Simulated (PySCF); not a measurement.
**WNCl2: structure of the doublet**

Where does doublet WNCl2 go from a trigonal pyramidal start, is the end point a minimum, and what are its modes, charges and moments?

Method: PBE0, basis W def2-TZVP with ECP60, N def2-TZVP, Cl def2-TZVP, scalar-relativistic core potentials, no spin–orbit coupling, density fitting; program: PySCF 2.14.0.

## (1) The system as given

4 atoms, charge 0, spin multiplicity 2.

Bond lengths: W1–N2 1.800 Å, W1–Cl3 2.360 Å, W1–Cl4 2.360 Å. Angles: N2–W1–Cl3 99.8°, N2–W1–Cl4 99.8°, Cl3–W1–Cl4 99.8°.

Z-matrix (Å, degrees; charge 0 multiplicity 2):
```
W
N  1 1.8000
Cl 1 2.3601 2 99.75
Cl 1 2.3600 2 99.75 3 -101.77
```

## (2) The SCF at the typed geometry

One driver script runs all steps and calls PySCF; scf.py shows how it sets up the SCF of each step. The optimiser is the driver's own. After this first run the driver tries any further starts and a stability analysis.

The input, scf.py:

```python
from pyscf import gto, scf, dft
mol = gto.M(atom='''
W      0.000000    -0.383240    -0.000000
N      1.799370    -0.431560     0.000030
Cl    -0.360290     1.094400    -1.804620
Cl    -0.360260     1.094390     1.804610''',
    basis={'W': 'def2-TZVP', 'N': 'def2-TZVP', 'Cl': 'def2-TZVP'},
    ecp={'W': 'def2-TZVP'},
    charge=0, spin=1)
mf = dft.UKS(mol, xc='PBE0')
mf.grids.atom_grid = (50, 194)
aux = {'W': 'def2-universal-JKFIT', 'N': 'def2-universal-JKFIT', 'Cl': 'def2-universal-JKFIT'}
mf = mf.density_fit(auxbasis=aux)
mf.conv_tol = 1e-08
mf.diis_space = 10
mf.max_cycle = 60
mf.init_guess = 'minao'
mf.verbose = 4
mf.kernel()
```

Started as:

```console
$ OMP_NUM_THREADS=4 python axn.py task.json out
```

Further steps of the session: Relaxation: trigonal pyramidal start, doublet; Frequencies.

What does the calculation give? Wanted: minimum; geometry; wavenumbers; dipole moment; highest occupied, lowest empty level; polar-tensor charge of W1; zero-point energy; atomisation energy; ⟨S²⟩.

The runs gave:

| quantity | value |
| --- | --- |
| minimum | doublet, Cs |
| geometry | W–Cl 2.262 Å (×2), W–N 1.654 Å; Cl–W–Cl 134.4°, Cl–W–N 108.7° (×2) |
| wavenumbers (cm⁻¹) | 54 (a'), 130 (a'), 270 (a''), 398 (a'), 428 (a''), 1156 (a') |
| dipole moment | 2.41 D |
| highest occupied, lowest empty level (either spin) | -7.74, -4.00 eV |
| polar-tensor charge of W1 | +1.49 e |
| zero-point energy | 14.6 kJ/mol |
| entropy at 298.15 K | 346.3 J/(mol K) |
| atomisation energy (no zero-point energy) | 1458 kJ/mol |
| ⟨S²⟩ | 0.763 |

In words: The trigonal pyramidal start keeps its Cs symmetry and ends in a minimum. In the infrared the band at 428 cm⁻¹ (a'', stretch) leads. Most of the spin sits on W1 (Mulliken spin 1.20, against 1 for the whole molecule). Other starts or spin states, not run here, may lie lower. One determinant may miss the lowest occupation of an open d or f shell. Spin–orbit coupling, left out here, can matter for elements this heavy.
